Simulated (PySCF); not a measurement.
# F4Si: the cost of one run

The runs use PySCF 2.14.0, with density-fitted response routines of our own; the level of theory stands in each step. All values are computed, except where a source is named. Atoms are numbered from 0 throughout.

## Step 1: The starting structure

5 atoms, charge 0, multiplicity 1; geometry from: GFN2-xTB. The atoms were then displaced at random by about 0.01 Å, so the start is not that level's minimum.

Bonds of the start (Å): F0–Si1 1.54, Si1–F2 1.56, Si1–F3 1.57, Si1–F4 1.56.

## Step 2: Geometry optimisation at PBE0-D3(BJ)/def2-SVP

What the job is given:

```
{"job": {"xc": "PBE0", "basis": "def2-SVP", "d3": "d3bj", "grid": 1, "shake": 0.01, "kind": "geom"}, "charge": 0, "multiplicity": 1}
F     -1.234910    -0.053180    -0.932600
Si    -0.003890    -0.003890    -0.005640
F      1.269990    -0.259880    -0.863970
F      0.140160     1.403050     0.686350
F     -0.137790    -1.120060     1.077970
```

The run is started by

```sh
> OMP_NUM_THREADS=1 python probes_run.py task.json out
```

One launch serves the whole session: the jobs run in the order shown.

**Question.** How long does this first job take on 1 thread of Arm Neoverse N1, shared host, and how much memory does it need?

About 25 s, with a peak of 0.32 GiB.
